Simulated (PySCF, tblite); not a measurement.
**C₄H₉F₃SSi₂: geometry, infrared bands and NMR shifts**

Aim: predict the infrared bands and NMR shifts of C₄H₉F₃SSi₂ (`C=CS[Si@H](C[SiH3])C(F)(F)F`).

Programs: tblite 0.8.0 and PySCF 2.14.0, with density-fitted response routines of our own. Each step states its level of theory. These are calculated values for one molecule in the gas phase, unless marked as measured. Atoms are numbered from 0 throughout.

## (1) Starting geometry

19 atoms, charge 0, multiplicity 1; geometry from: force field or distance geometry start.

Bonds of the start (Å): C0–C1 1.35, C1–S2 1.76, S2–Si3 2.15, Si3–C4 1.82, C4–Si5 1.85, Si3–C6 1.83, C6–F7 1.35, C6–F8 1.39, C6–F9 1.38, C0–H10 1.09, C0–H11 1.09, C1–H12 1.09, Si3–H13 1.50, C4–H14 1.12, C4–H15 1.10, Si5–H16 1.45, Si5–H17 1.49, Si5–H18 1.47.

## (2) Optimising the geometry with GFN2-xTB

Job settings and geometry (Å):

```
{"job": {"kind": "relax", "xc": "GFN2-xTB", "basis": "xTB"}, "charge": 0, "multiplicity": 1}
C      3.713100    -1.457700    -0.604900
C      2.462000    -1.224000    -0.163800
S      1.661600     0.247000    -0.699900
Si     0.018600     0.696700     0.618100
C     -1.139800    -0.705300     0.690800
Si    -2.864500    -0.396600     0.108400
C     -0.644300     2.337100     0.162000
F     -1.979700     2.440900     0.013400
F     -0.271700     3.248100     1.143400
F     -0.038800     2.775900    -1.003000
H      4.100700    -0.698100    -1.279200
H      4.274900    -2.340500    -0.316900
H      2.034900    -1.958300     0.525500
H      0.636000     0.823000     1.975600
H     -1.207800    -1.066700     1.748200
H     -0.733000    -1.567500     0.132400
H     -3.005900     0.569900    -0.960700
H     -3.648600    -0.037100     1.318500
H     -3.377400    -1.677400    -0.385000
```

Run with:

```sh
$ OMP_NUM_THREADS=1 python probes_run.py task.json out
```

One launch serves the whole session: the jobs run in the order shown.

Log:

```text
step      E/eV     max force
  0    -925.40014    3.579
  1    -925.74461    1.324
  2    -925.83326    0.849
  3    -925.90543    0.740
  4    -925.95186    0.461
  5    -925.97334    0.323
  6    -925.99317    0.319
  7    -926.01312    0.329
  8    -926.02932    0.333
  9    -926.04051    0.242
 10    -926.04838    0.211
 11    -926.05465    0.235
 12    -926.06184    0.207
 13    -926.06913    0.220
 14    -926.07527    0.185
 15    -926.08074    0.203
 16    -926.08579    0.196
 17    -926.08978    0.142
 18    -926.09305    0.125
 19    -926.09635    0.122
 20    -926.10019    0.196
 21    -926.10440    0.199
 22    -926.10813    0.125
 23    -926.11087    0.122
 24    -926.11337    0.126
 25    -926.11643    0.142
 26    -926.11972    0.155
 27    -926.12260    0.131
 28    -926.12507    0.156
 29    -926.12771    0.164
 30    -926.13102    0.149
 31    -926.13470    0.164
 32    -926.13761    0.113
 33    -926.13946    0.104
 34    -926.14112    0.116
 35    -926.14331    0.187
 36    -926.14616    0.220
 37    -926.14936    0.180
 38    -926.15216    0.139
 39    -926.15431    0.094
 40    -926.15609    0.113
 41    -926.15792    0.115
 42    -926.15995    0.134
 43    -926.16186    0.140
 44    -926.16322    0.089
 45    -926.16406    0.076
 46    -926.16463    0.070
 47    -926.16491    0.085
 48    -926.16544    0.051
 49    -926.16577    0.039
 50    -926.16612    0.057
 51    -926.16658    0.063
 52    -926.16723    0.067
 53    -926.16790    0.057
 54    -926.16850    0.048
 55    -926.16904    0.059
 56    -926.16967    0.064
 57    -926.17051    0.067
 58    -926.17150    0.064
 59    -926.17251    0.072
 60    -926.17359    0.076
 61    -926.17486    0.089
 62    -926.17658    0.098
 63    -926.17889    0.099
 64    -926.18122    0.138
 65    -926.17865    0.439
 66    -926.18338    0.253
 67    -926.18581    0.073
 68    -926.18807    0.082
 69    -926.19076    0.096
 70    -926.19276    0.108
 71    -926.19507    0.108
 72    -926.19695    0.099
 73    -926.19953    0.096
 74    -926.20120    0.110
 75    -926.20263    0.094
 76    -926.20391    0.097
 77    -926.20552    0.087
 78    -926.20702    0.066
 79    -926.20789    0.070
 80    -926.20873    0.065
 81    -926.20951    0.046
 82    -926.21011    0.083
 83    -926.21057    0.053
 84    -926.21095    0.056
 85    -926.21134    0.042
 86    -926.21165    0.038
 87    -926.21202    0.041
 88    -926.21249    0.044
 89    -926.21307    0.047
 90    -926.21355    0.041
 91    -926.21386    0.039
 92    -926.21405    0.053
 93    -926.21426    0.040
 94    -926.21461    0.036
 95    -926.21504    0.045
 96    -926.21561    0.059
 97    -926.21611    0.060
 98    -926.21642    0.045
 99    -926.21662    0.029
100    -926.21674    0.025
101    -926.21696    0.027
102    -926.21717    0.032
103    -926.21734    0.037
104    -926.21743    0.037
105    -926.21754    0.028
106    -926.21769    0.027
107    -926.21790    0.029
108    -926.21805    0.042
109    -926.21817    0.026
110    -926.21827    0.023
111    -926.21838    0.025
112    -926.21848    0.033
113    -926.21860    0.038
114    -926.21879    0.047
115    -926.21910    0.056
116    -926.21947    0.041
117    -926.21980    0.048
118    -926.22006    0.032
119    -926.22029    0.033
120    -926.22060    0.034
121    -926.22101    0.050
122    -926.22159    0.073
123    -926.22246    0.077
124    -926.22391    0.084
125    -926.22550    0.080
126    -926.22661    0.099
127    -926.22728    0.080
128    -926.22802    0.057
129    -926.22872    0.050
130    -926.22955    0.044
131    -926.23040    0.070
132    -926.23120    0.067
133    -926.23201    0.086
134    -926.23328    0.097
135    -926.23433    0.086
136    -926.23490    0.098
137    -926.23564    0.077
138    -926.23612    0.057
139    -926.23665    0.053
140    -926.23719    0.055
141    -926.23783    0.054
142    -926.23847    0.073
143    -926.23923    0.077
144    -926.24004    0.067
145    -926.24076    0.057
146    -926.24129    0.067
147    -926.24158    0.102
148    -926.24244    0.064
149    -926.24309    0.047
150    -926.24386    0.061
151    -926.24439    0.066
152    -926.24495    0.058
153    -926.24563    0.055
154    -926.24645    0.045
155    -926.24707    0.050
156    -926.24772    0.065
157    -926.24825    0.061
158    -926.24870    0.040
159    -926.24906    0.040
160    -926.24934    0.033
161    -926.24956    0.041
162    -926.24976    0.046
163    -926.24998    0.040
164    -926.25023    0.036
165    -926.25044    0.037
166    -926.25060    0.038
167    -926.25077    0.043
168    -926.25098    0.043
169    -926.25122    0.040
170    -926.25153    0.044
171    -926.25199    0.053
172    -926.25260    0.068
173    -926.25331    0.074
174    -926.25393    0.048
175    -926.25430    0.038
176    -926.25453    0.038
177    -926.25482    0.049
178    -926.25517    0.050
179    -926.25560    0.071
180    -926.25609    0.060
181    -926.25671    0.050
182    -926.25726    0.056
183    -926.25795    0.063
184    -926.25859    0.051
185    -926.25916    0.045
186    -926.25952    0.047
187    -926.25977    0.035
188    -926.25994    0.026
189    -926.26006    0.026
190    -926.26019    0.024
191    -926.26031    0.026
192    -926.26045    0.034
193    -926.26063    0.040
194    -926.26085    0.035
195    -926.26109    0.042
196    -926.26129    0.035
197    -926.26144    0.027
198    -926.26158    0.029
199    -926.26174    0.032
200    -926.26196    0.034
201    -926.26218    0.034
202    -926.26239    0.036
203    -926.26257    0.032
204    -926.26274    0.034
205    -926.26290    0.026
206    -926.26308    0.029
207    -926.26329    0.034
208    -926.26359    0.040
209    -926.26393    0.041
210    -926.26424    0.042
211    -926.26455    0.040
212    -926.26486    0.049
213    -926.26513    0.045
214    -926.26536    0.039
215    -926.26554    0.027
216    -926.26571    0.034
217    -926.26599    0.042
218    -926.26634    0.049
219    -926.26672    0.057
220    -926.26705    0.045
221    -926.26741    0.051
222    -926.26782    0.056
223    -926.26816    0.056
224    -926.26837    0.071
225    -926.26868    0.045
226    -926.26881    0.020
227    -926.26898    0.039
228    -926.26916    0.031
229    -926.26937    0.019
230    -926.26944    0.019
231    -926.26954    0.022
232    -926.26966    0.023
233    -926.26973    0.037
234    -926.26984    0.023
235    -926.26991    0.016
236    -926.27005    0.022
237    -926.27015    0.025
238    -926.27031    0.030
239    -926.27046    0.026
240    -926.27011    0.096
241    -926.27062    0.022
242    -926.27069    0.022
243    -926.27074    0.048
244    -926.27090    0.015
245    -926.27095    0.017
246    -926.27105    0.034
247    -926.27115    0.020
248    -926.27121    0.015
249    -926.27134    0.016
250    -926.27141    0.018
251    -926.27151    0.022
252    -926.27158    0.024
253    -926.27161    0.023
254    -926.27165    0.013
255    -926.27167    0.008
```

It took 10 s on 1 thread of Intel Xeon at 2.50GHz, shared host; peak memory 0.18 GiB.

Along the way: (not every step is listed)

| step | energy from step 0 (eV) | largest force (eV/Å) |
| --- | --- | --- |
| 0 | 0.0000 | 3.5794 |
| 1 | -0.3445 | 1.3240 |
| 2 | -0.4331 | 0.8491 |
| 3 | -0.5053 | 0.7402 |
| 4 | -0.5517 | 0.4608 |
| 5 | -0.5732 | 0.3234 |
| 6 | -0.5930 | 0.3186 |
| 7 | -0.6130 | 0.3290 |
| 8 | -0.6292 | 0.3331 |
| 32 | -0.7375 | 0.1134 |
| 56 | -0.7695 | 0.0641 |
| 80 | -0.8086 | 0.0652 |
| 104 | -0.8173 | 0.0369 |
| 128 | -0.8279 | 0.0567 |
| 152 | -0.8448 | 0.0579 |
| 176 | -0.8544 | 0.0383 |
| 200 | -0.8618 | 0.0340 |
| 224 | -0.8682 | 0.0705 |
| 248 | -0.8711 | 0.0154 |
| 250 | -0.8713 | 0.0183 |
| 251 | -0.8714 | 0.0218 |
| 252 | -0.8714 | 0.0239 |
| 253 | -0.8715 | 0.0228 |
| 254 | -0.8715 | 0.0135 |
| 255 | -0.8715 | 0.0079 |

Distances of close pairs at the start and the end, largest changes first:

| bond | before (Å) | after (Å) | change (Å) |
| --- | --- | --- | --- |
| Si3–C6 | 1.827 | 1.937 | +0.110 |
| C4–Si5 | 1.846 | 1.927 | +0.080 |
| Si3–C4 | 1.820 | 1.889 | +0.069 |
| C6–F8 | 1.390 | 1.345 | -0.045 |
| C6–F9 | 1.384 | 1.345 | -0.040 |
| Si3–H13 | 1.497 | 1.465 | -0.031 |
| C4–H14 | 1.120 | 1.090 | -0.029 |
| Si5–H17 | 1.486 | 1.458 | -0.028 |

The end geometry stands in the next job.

## (3) Infrared spectrum with GFN2-xTB

Job settings and geometry (Å):

```
{"job": {"kind": "ir", "xc": "GFN2-xTB", "basis": "xTB"}, "charge": 0, "multiplicity": 1}
C      3.030547    -1.585063    -1.094670
C      2.202065    -0.983301    -0.261398
S      1.563082     0.637505    -0.563753
Si     0.175383     0.780997     1.059223
C     -1.159488    -0.555243     1.056367
Si    -2.107484    -0.823791    -0.599512
C     -0.721810     2.479258     0.807393
F     -1.790306     2.572979     1.630298
F      0.059154     3.534586     1.098097
F     -1.196655     2.685212    -0.433836
H      3.350001    -1.112424    -2.006358
H      3.414548    -2.568359    -0.886221
H      1.873055    -1.434296     0.660125
H      0.901177     0.947228     2.321460
H     -1.888790    -0.320052     1.832020
H     -0.707665    -1.504213     1.345346
H     -1.141998    -1.219590    -1.625827
H     -2.816451     0.398230    -0.960775
H     -3.048166    -1.920411    -0.355114
```

Log:

```text
mode    cm-1     km/mol
  1       4.1      0.49
  2      22.5      0.04
  3      31.3      0.03
  4      49.3      0.27
  5      69.2      1.67
  6      98.3      6.09
  7     103.4      1.42
  8     142.4      0.35
  9     158.3      0.29
 10     182.0      0.64
 11     227.7      0.43
 12     280.3     10.16
 13     341.8     15.53
 14     402.7     43.28
 15     461.5     10.19
 16     462.2      4.15
 17     493.9     30.94
 18     511.6     54.50
 19     548.5     23.97
 20     569.0      1.16
 21     584.1     92.43
 22     642.9     41.48
 23     660.5     19.24
 24     698.4    178.39
 25     707.8     40.69
 26     716.1    180.28
 27     765.0    204.83
 28     780.2    311.51
 29     784.6    372.95
 30     824.3     51.05
 31     855.4     13.32
 32     988.3     22.27
 33    1006.7     20.13
 34    1010.3     48.71
 35    1018.1    160.79
 36    1041.5    209.06
 37    1123.1     96.29
 38    1152.3     98.44
 39    1251.1     26.10
 40    1371.1      2.70
 41    1438.8      2.27
 42    1653.3     54.78
 43    2248.4    257.68
 44    2256.9    319.38
 45    2270.4    215.09
 46    2318.8    220.96
 47    2976.6     22.25
 48    2984.1      5.86
 49    3082.6     15.48
 50    3111.7      2.27
 51    3148.0     17.87
```

Wall time 3.9 s (1 thread of Intel Xeon at 2.50GHz, shared host); peak memory 0.18 GiB.

The strongest bands and the atoms that carry them (share of the mass-weighted mode):

| cm⁻¹ | km/mol | atoms |
| --- | --- | --- |
| 765 | 204.8 | H17 49 %, H16 41 % |
| 780 | 311.5 | H18 47 %, H17 31 % |
| 785 | 372.9 | H16 37 %, H18 32 %, Si5 10 % |
| 1042 | 209.1 | C6 70 %, F8 15 %, F9 13 % |
| 2248 | 257.7 | H13 93 % |
| 2257 | 319.4 | H18 93 % |
| 2270 | 215.1 | H16 94 % |
| 2319 | 221.0 | H17 97 % |

## (4) NMR shieldings: PBE0/pcSseg-1

Same as in step 3 but for these lines:

```diff
@@ -1,2 +1,2 @@
-{"job": {"kind": "ir", "xc": "GFN2-xTB", "basis": "xTB"}, "charge": 0, "multiplicity": 1}
+{"job": {"kind": "nmr", "xc": "PBE0", "basis": "pcSseg-1"}, "charge": 0, "multiplicity": 1}
 C      3.030547    -1.585063    -1.094670
```

Method: GIAO PBE0/pcSseg-1 NMR shielding, non-relativistic, gas phase.

Log:

```text
coarse grid: 18056 points
cycle   1  E = -1433.3892045561  dE =  1.105e+00  |g| = 9.135e-01  |ddm| = 4.010e+00
cycle   2  E = -1433.2307898942  dE =  1.584e-01  |g| = 1.358e+00  |ddm| = 1.355e+00
cycle   3  E = -1433.5419132959  dE = -3.111e-01  |g| = 6.911e-02  |ddm| = 8.300e-01
cycle   4  E = -1433.5427067403  dE = -7.934e-04  |g| = 3.834e-02  |ddm| = 1.073e-01
cycle   5  E = -1433.5430329060  dE = -3.262e-04  |g| = 1.227e-02  |ddm| = 4.402e-02
cycle   6  E = -1433.5430681326  dE = -3.523e-05  |g| = 3.922e-03  |ddm| = 1.362e-02
cycle   7  E = -1433.5430716234  dE = -3.491e-06  |g| = 9.414e-04  |ddm| = 3.893e-03
final grid: 163592 points
cycle   8  E = -1433.6229938180  dE = -4.433e-05  |g| = 9.574e-03  |ddm| = 2.859e-02
cycle   9  E = -1433.6229762261  dE =  1.759e-05  |g| = 1.305e-02  |ddm| = 1.899e-02
cycle  10  E = -1433.6230146975  dE = -3.847e-05  |g| = 6.524e-04  |ddm| = 1.140e-02
cycle  11  E = -1433.6230147615  dE = -6.400e-08  |g| = 3.640e-04  |ddm| = 8.342e-04
cycle  12  E = -1433.6230147896  dE = -2.818e-08  |g| = 1.075e-04  |ddm| = 3.283e-04
cycle  13  E = -1433.6230147922  dE = -2.586e-09  |g| = 2.636e-05  |ddm| = 1.152e-04
cycle  14  E = -1433.6230147924  dE = -1.464e-10  |g| = 8.291e-06  |ddm| = 2.901e-05
converged SCF energy = -1433.6230147924

GIAO shielding tensors (ppm)
atom      isotropic    diamagn.    paramagn.     s11        s22        s33       span
  0 C       61.758     252.015    -190.257    -57.490     81.338    161.425    218.915
  1 C       54.702     263.662    -208.960    -56.117     64.953    155.271    211.387
  2 S      583.115    1060.522    -477.407    388.996    556.592    803.756    414.761
  3 Si     355.707     880.437    -524.730    308.893    364.425    393.804     84.911
  4 C      195.251     260.442     -65.192    186.353    196.056    203.343     16.990
  5 Si     426.414     880.476    -454.062    406.915    415.534    456.792     49.877
  6 C       48.877     254.593    -205.717     45.608     46.771     54.252      8.644
  7 F      244.387     473.445    -229.058    144.419    257.426    331.315    186.896
  8 F      243.784     471.885    -228.102    145.595    254.307    331.449    185.853
  9 F      242.226     476.755    -234.529    145.497    257.831    323.351    177.854
 10 H       25.874      30.734      -4.859     21.796     24.428     31.400      9.604
 11 H       25.807      28.746      -2.939     21.713     24.716     30.992      9.279
 12 H       25.838      33.842      -8.004     21.908     24.378     31.227      9.319
 13 H       26.306      28.556      -2.250     22.928     24.118     31.873      8.945
 14 H       31.470      31.082       0.388     26.441     28.381     39.587     13.146
 15 H       31.495      33.533      -2.037     26.672     28.948     38.866     12.194
 16 H       27.536      30.430      -2.894     23.180     27.734     31.694      8.514
 17 H       27.594      29.918      -2.324     23.197     27.453     32.130      8.933
 18 H       27.722      29.026      -1.304     23.947     25.178     34.041     10.094
```

Run time: 2.3 min. Hardware: 1 thread of Intel Xeon at 2.50GHz, shared host; peak memory 1.1 GiB.

Shifts follow as δ = σ(reference) − σ, with reference shieldings (ppm) from runs at the same level and on the same kind of geometry: 1H TMS 31.72, 13C TMS 186.9, 29Si TMS 349.2, 19F CFCl3 170.9, 33S CS2 504. The references are single molecules in the gas phase, so shifts against H2O, NH3, PH3, H3PO4 or CFCl3 are not on the usual liquid scales and can be off by tens of ppm. Atoms listed in one row are averaged.

| atoms | environment | σ (ppm) | δ (ppm) | δ scaled to CDCl3 |
| --- | --- | --- | --- | --- |
| C6 | CF3 carbon | 48.9 | 138.0 | 132.8 |
| C1 | alkene CH | 54.7 | 132.2 | 122.7 |
| C0 | terminal =CH2 carbon | 61.8 | 125.2 | 120.2 |
| C4 | sp3 CH2 bonded to 2 Si | 195.3 | -8.3 | -10.0 |
| H11 | hydrogen on a terminal =CH2 carbon | 25.81 | 5.91 | 5.68 |
| H12 | hydrogen on an alkene CH | 25.84 | 5.88 | 5.65 |
| H10 | hydrogen on a terminal =CH2 carbon | 25.87 | 5.84 | 5.61 |
| H13 | hydrogen on a silicon bonded to 2 C, S | 26.31 | 5.41 | – |
| H16, H17, H18 | hydrogen on a silicon bonded to C | 27.62 | 4.10 | – |
| H14 | hydrogen on an sp3 CH2 bonded to 2 Si | 31.47 | 0.25 | 0.34 |
| H15 | hydrogen on an sp3 CH2 bonded to 2 Si | 31.50 | 0.22 | 0.31 |
| S2 | sulfur bonded to C, Si | 583 | -79 | – |
| Si3 | silicon bonded to 2 C, S, H | 355.7 | -6.5 | – |
| Si5 | silicon bonded to C, 3 H | 426.4 | -77.3 | – |
| F7, F8, F9 | fluorine of a CF3 group | 243.5 | -72.5 | – |

The scaled column applies a straight-line fit of computed shieldings to shifts measured in CDCl3, with any fitted terms for Cl, Br or S neighbours, and one for carbons that bear F (root-mean-square error 0.16 ppm for H, 1.9 ppm for C).

Charges from the same density, by scheme (e):

| atoms | Mulliken | IAO | Hirshfeld | ESP fit |
| --- | --- | --- | --- | --- |
| C0 | -0.12 | -0.32 | -0.11 | -0.50 |
| C1 | -0.36 | -0.24 | -0.06 | -0.03 |
| S2 | -0.15 | -0.10 | -0.05 | -0.16 |
| Si3 | 0.69 | 0.80 | 0.32 | 0.08 |
| C4 | -0.87 | -0.83 | -0.25 | -0.45 |
| Si5 | 0.51 | 0.61 | 0.31 | 0.36 |
| C6 | 0.53 | 0.56 | 0.17 | 0.60 |
| F7, F8, F9 | -0.27 | -0.28 | -0.10 | -0.21 |

Mayer bond orders: C0–C1 1.96, C1–S2 1.04, S2–Si3 1.02, Si3–C4 0.94, C4–Si5 0.87, Si3–C6 0.80, C6–F7 0.95, C6–F8 0.97, C6–F9 0.96.

## (5) What came out

```
                                                                 quantity                                         value
                                strongest single infrared mode (GFN2-xTB)                          785 cm⁻¹, 373 km/mol
                                             zero-point energy (GFN2-xTB)                                 72.4 kcal/mol
                                   13C shifts against TMS (PBE0/pcSseg-1)                 138.0, 132.2, 125.2, -8.3 ppm
   1H shifts against TMS (PBE0/pcSseg-1, means over atoms taken as alike)  5.91, 5.88, 5.84, 5.41, 4.10, 0.25, 0.22 ppm
                                   33S shifts against CS2 (PBE0/pcSseg-1)                                       -79 ppm
                                  29Si shifts against TMS (PBE0/pcSseg-1)                               -6.5, -77.3 ppm
19F shifts against CFCl3 (PBE0/pcSseg-1, means over atoms taken as alike)                                     -72.5 ppm
```

**Reading.** The optimisation took 255 steps and gained 0.872 eV; among the close pairs (by a distance rule), Si3–C6 changed most, from 1.827 to 1.937 Å. No mode is imaginary among the 51: a minimum at this level. The strongest single mode, at 785 cm⁻¹, is carried by H16, H18, Si5. GFN2-xTB is a fitted tight-binding method: band positions and strengths are rough. Its intensities can rank the bands wrongly. At PBE0/pcSseg-1: The widest tensor belongs to S2: span 415 ppm, with a paramagnetic part of -477 ppm.
